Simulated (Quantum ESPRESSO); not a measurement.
Runs of Quantum ESPRESSO 7.5 on PtSe. It takes space group Fm-3m (No. 225, cubic). Conventional cell: a = 5.597 Å, b = 5.597 Å, c = 5.597 Å, α = 90.00°, β = 90.00°, γ = 90.00°. Around Pt (site symmetry m-3m) lie 6 Se at 2.80 Å. Se (site symmetry m-3m) is surrounded by 6 Pt at 2.80 Å. The cell comes from a database or a generator and needn't be the stable form of this composition.

| task | level | potentials or basis | U | cell | k mesh | start of the occupations | hubbard projectors | mixing beta | q mesh | form of the LDA correlation | gap on the mesh (eV) | pressure (GPa) |
| --- | --- | --- | --- | --- | --- | --- | --- | --- | --- | --- | --- | --- |
| Hubbard U by linear response | PBEsol+U | GBRV 1.5 PBEsol | Pt d U = 4.0 eV | as given | 6 × 6 × 6 | default | ortho-atomic | 0.3 | 2 × 2 × 2 | - | none | -18.6 |
| phonons | revPBE | GBRV 1.5 PBE | - | relaxed | 4 × 4 × 4, shifted | - | - | 0.5 | - | - | none | -0.2 |
| phonons | BLYP | GBRV 1.5 PBE | - | relaxed | 4 × 4 × 4, shifted | - | - | 0.5 | - | - | none | -0.1 |
| Hubbard U by linear response | PBEsol+U | GBRV 1.5 PBEsol | Pt d U = 8.0 eV | as given | 6 × 6 × 6 | default | ortho-atomic | 0.3 | 2 × 2 × 2 | - | none | -17.5 |
| Hubbard U by linear response | PBEsol+U | GBRV 1.5 PBEsol | Pt d U = 0.0001 eV | as given | 6 × 6 × 6 | default | ortho-atomic | 0.3 | 2 × 2 × 2 | - | none | (a) |
| phonons | RPBE | GBRV 1.5 PBE | - | relaxed | 4 × 4 × 4, shifted | - | - | 0.5 | - | - | none | -0.2 |
| phonons | vdW-DF-cx | GBRV 1.5 PBE | - | relaxed | 4 × 4 × 4, shifted | - | - | 0.5 | - | - | none | -0.2 |
| Hubbard U by linear response | PBEsol+U | GBRV 1.5 PBEsol | Pt d U = 2.0 eV | as given | 6 × 6 × 6 | default | ortho-atomic | 0.3 | 2 × 2 × 2 | - | none | -19.0 |
| Hubbard U by linear response | PBEsol+U | GBRV 1.5 PBEsol | Pt d U = 6.0 eV | as given | 6 × 6 × 6 | default | ortho-atomic | 0.3 | 2 × 2 × 2 | - | none | (b) |
| phonons | LDA | GBRV 1.5 LDA | - | relaxed | 4 × 4 × 4, shifted | - | - | 0.5 | - | PZ81 | none | -0.2 |
| phonons | PBEsol | GBRV 1.5 PBEsol | - | relaxed | 4 × 4 × 4, shifted | - | - | 0.5 | - | - | none | -0.2 |

Alike in all rows: no spin polarisation; cutoff (eV) 612; smearing fermi-dirac 0.05 eV; the mesh is coarse, so values aren't converged.

Q: Fill in the values left out.

A: (a) -19.2; (b) -18.1.

Caveats: some runs use coarse meshes; the mesh is thin for the phonons of a metal (some runs); U without spin polarisation on a metal has little footing (some runs); the potentials were made for another functional, which shifts forces and pressure (some runs).

A k mesh can miss the band edges, and the runs leave out spin-orbit coupling on Pt, Se.

A gap of «none» marks a metal or a gap under the smearing width.

Runs at the PBE level aren't shown here.
